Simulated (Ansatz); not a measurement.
Crystal: Hf2Pd2Se2Br2O3.

```
CELL_PARAMETERS angstrom
5.60663 -0.09346 -0.01409
1.61393 5.33512 0.00251
1.36916 1.91529 8.31543
ATOMIC_POSITIONS crystal
Hf 0.23317 0.65161 0.02284
Hf 0.76683 0.34839 0.97716
Pd 0.00000 0.50000 0.50000
Pd 0.00000 0.00000 0.50000
Se 0.02419 0.33917 0.25331
Se 0.97581 0.66083 0.74669
Br 0.50000 0.50000 0.50000
Br 0.50000 0.00000 0.50000
O 0.44792 0.35724 0.92101
O 0.55208 0.64276 0.07899
O 0.00000 0.00000 0.00000
```

The cell was built by a generator and needn't be a form met in nature.

| Property | Result |
| --- | --- |
| Program | Ansatz 0.2.0 |
| Task | relaxation of cell and atoms |
| Functional | PBEsol |
| Dispersion | D3(BJ) |
| Potentials or basis | Ansatz PAW |
| Cutoff | 420 eV (not typed: the program's choice for these potentials) |
| k mesh | 4 × 4 × 3 |
| Occupations | fermi-dirac, width 0.05 eV |
| Spin | no spin polarisation |

At the start: volume 22.73 Å³/atom.

How do energy, volume and symmetry change on relaxing?

It ends after 20 steps and the volume is 20.44 Å³/atom (-10.1 %); space group P-1 (No. 2, to 0.05 Å).

The path:
```
step  energy change (eV)  largest force (eV/Å)  volume (Å³)
   1              0.0000                0.3630       250.02
   2             -0.2318                0.7098       224.28
   3             -0.3325                0.1285       231.28
   4             -0.3472                0.0877       230.09
   5             -0.3759                0.2305       226.48
   6             -0.3913                0.2174       225.55
   7             -0.4060                0.1586       223.74
   8             -0.4090                0.0598       224.91
   9             -0.4131                0.1345       225.11
  10             -0.4173                0.1042       225.43
  11             -0.4224                0.1067       225.20
  12             -0.4241                0.0375       225.19
  13             -0.4238                0.0241       225.76
  14             -0.4243                0.0142       225.57
  15             -0.4245                0.0035       225.48
  16             -0.4143                0.0054       225.48
  17             -0.4155                0.0259       224.86
  18             -0.4157                0.0167       224.80
  19             -0.4157                0.0018       224.83
  20             -0.4150                0.0018       224.83
```

Final structure:
```cif
data_structure
_symmetry_space_group_name_H-M 'P 1'
_symmetry_Int_Tables_number 1
_cell_length_a 5.1157
_cell_length_b 5.7484
_cell_length_c 8.1442
_cell_angle_alpha 77.476
_cell_angle_beta 81.346
_cell_angle_gamma 75.135
_cell_volume 224.83
loop_
_atom_site_label
_atom_site_type_symbol
_atom_site_fract_x
_atom_site_fract_y
_atom_site_fract_z
_atom_site_occupancy
Hf1 Hf 0.22050 0.65920 0.03465 1
Hf2 Hf 0.77950 0.34080 0.96535 1
Pd1 Pd 0.00000 0.50000 0.50000 1
Pd2 Pd 0.00000 0.00000 0.50000 1
Se1 Se 0.03952 0.31196 0.25399 1
Se2 Se 0.96048 0.68804 0.74601 1
Br1 Br 0.50000 0.50000 0.50000 1
Br2 Br 0.50000 0.00000 0.50000 1
O1 O 0.41801 0.36294 0.92352 1
O2 O 0.58199 0.63706 0.07648 1
O3 O 0.00000 0.00000 0.00000 1
```

Caveat: the plane-wave basis is chosen anew once the cell has moved, so the energies of steps on either side of that aren't comparable; pairwise dispersion overbinds metals, which lowers pressure and volume; the PAW data sets come from PBE, with cores solved anew for the run's functional, which leaves a small shift of forces and pressure.
